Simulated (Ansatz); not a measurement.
**C₄H₁₁NSi: vertical ionisation energy**

The task here is to estimate one member of a computed series from the others.

The runs use Ansatz 0.2.0, Gaussian basis; unrestricted cation, the program's frozen cores in correlated methods.

Plan: UKS PBE-D4/def2-TZVPP; UKS r2SCAN-D4/def2-TZVPP; UKS PBE0-D4/def2-TZVPP; UKS B3LYP-D4/def2-TZVPP; UKS wB97X-V/def2-TZVPP; UKS wB97M-V/def2-TZVPP; UKS B2PLYP/def2-TZVPP; UHF-CCSD(T)/def2-TZVPP; UHF-MP2/def2-QZVPP; extrapolation to the limit; then −ε(HOMO) from the neutral's earlier runs with LDA (SPW92), PBE-D4, revPBE-D4, BLYP-D4, r2SCAN-D4, B97M-V, PBE0-D4, B3LYP-D4, r2SCANh-D4, r2SCAN0-D4, HSE06-D4, BHLYP-D4, CAM-B3LYP-D4, LC-ωPBE, ωB97X-V, ωB97M-V.

### Structure used throughout

All runs share one geometry, relaxed beforehand with PBE0-D4 in a triple-zeta def2 set.

SMILES `C=C[SiH](N)CC`, 17 atoms, charge 0, spin multiplicity 1.

Atoms are counted from 1 here; the program's logs count them from 0.

Bond lengths: C1–C2 1.330 Å, C1–H7 1.087 Å, C1–H8 1.087 Å, C2–Si3 1.869 Å, C2–H9 1.091 Å, Si3–N4 1.720 Å, Si3–C5 1.874 Å, Si3–H10 1.492 Å, N4–H11 1.007 Å, N4–H12 1.006 Å, C5–C6 1.526 Å, C5–H13 1.095 Å, C5–H14 1.097 Å, C6–H15 1.093 Å, C6–H16 1.093 Å, C6–H17 1.094 Å. Angles: C2–C1–H7 121.2°, C2–C1–H8 122.7°, H7–C1–H8 116.2°, C1–C2–Si3 123.2°, C1–C2–H9 117.6°, Si3–C2–H9 119.3°, C2–Si3–N4 113.9°, C2–Si3–C5 109.6°, C2–Si3–H10 107.6°, N4–Si3–C5 108.9°, N4–Si3–H10 106.9°, C5–Si3–H10 110.0°, Si3–N4–H11 121.0°, Si3–N4–H12 120.8°, H11–N4–H12 111.2°, Si3–C5–C6 114.1°, Si3–C5–H13 107.5°, Si3–C5–H14 108.1° and more.

The first run:

Input file in.yaml:

```yaml
crystal:
  periodic: [false, false, false]
  atoms:
    - {symbol: C, position_ang: [-0.140271, -2.521668, 0.662878]}
    - {symbol: C, position_ang: [0.044138, -1.240876, 0.972137]}
    - {symbol: Si, position_ang: [0.787288, -0.000105, -0.211799]}
    - {symbol: N, position_ang: [1.273223, -0.678324, -1.715821]}
    - {symbol: C, position_ang: [-0.444653, 1.374151, -0.534983]}
    - {symbol: C, position_ang: [-0.979833, 2.042204, 0.728432]}
    - {symbol: H, position_ang: [0.147420, -2.912865, -0.310057]}
    - {symbol: H, position_ang: [-0.578315, -3.235413, 1.355717]}
    - {symbol: H, position_ang: [-0.259360, -0.912666, 1.966854]}
    - {symbol: H, position_ang: [2.013948, 0.556164, 0.430623]}
    - {symbol: H, position_ang: [0.592153, -0.965339, -2.399393]}
    - {symbol: H, position_ang: [2.113776, -1.227165, -1.786504]}
    - {symbol: H, position_ang: [0.044631, 2.110334, -1.181575]}
    - {symbol: H, position_ang: [-1.273512, 0.957900, -1.120287]}
    - {symbol: H, position_ang: [-1.525947, 1.333446, 1.355937]}
    - {symbol: H, position_ang: [-1.663485, 2.861875, 0.493049]}
    - {symbol: H, position_ang: [-0.170203, 2.457944, 1.334890]}
basis:
  gaussian: {orbitals: def2-TZVPP}
total_charge: 1
magnetization: {spin_polarized: true, initial_magnetization: 1}
hamiltonian: {xc: pbe, dispersion: d4}
```

Command:

```sh
$ ansatz run in.yaml --threads 2 --pin off --events-out ev --progress --plain --max-ram 20480MiB --backend cuda --devices 0, --max-vram 18GiB
```

Steps of the session up to this table: Cation, UKS PBE-D4/def2-TZVPP; Cation, UKS r2SCAN-D4/def2-TZVPP; Cation, UKS PBE0-D4/def2-TZVPP; Cation, UKS B3LYP-D4/def2-TZVPP; Cation, UKS wB97X-V/def2-TZVPP; Cation, UKS wB97M-V/def2-TZVPP; Cation, UKS B2PLYP (frozen core)/def2-TZVPP; Cation, UHF-CCSD(T)/def2-TZVPP; Cation, UHF-MP2/def2-QZVPP.

One of the session's tables, all rows but one given; the rest of the session is left out.

Orbital estimates, from the neutral's runs:

| functional | −ε(HOMO) (eV) |
| --- | --- |
| LDA (SPW92) | 5.95 |
| PBE-D4 | 5.79 |
| revPBE-D4 | 5.73 |
| BLYP-D4 | 5.68 |
| r2SCAN-D4 | 6.08 |
| B97M-V | 6.20 |
| PBE0-D4 | 7.19 |
| B3LYP-D4 | 6.97 |
| r2SCANh-D4 | 6.61 |
| r2SCAN0-D4 | 7.40 |
| HSE06-D4 | 6.79 |
| BHLYP-D4 | 8.51 |
| CAM-B3LYP-D4 | 8.63 |
| LC-ωPBE | 9.99 |
| ωB97X-V | ? |
| ωB97M-V | 9.54 |

Estimate the missing values for ωB97X-V.

The run gave: −ε(HOMO) (eV): 9.64. In the column «−ε(HOMO) (eV)» it lies between ωB97M-V (9.54) and LC-ωPBE (9.99).
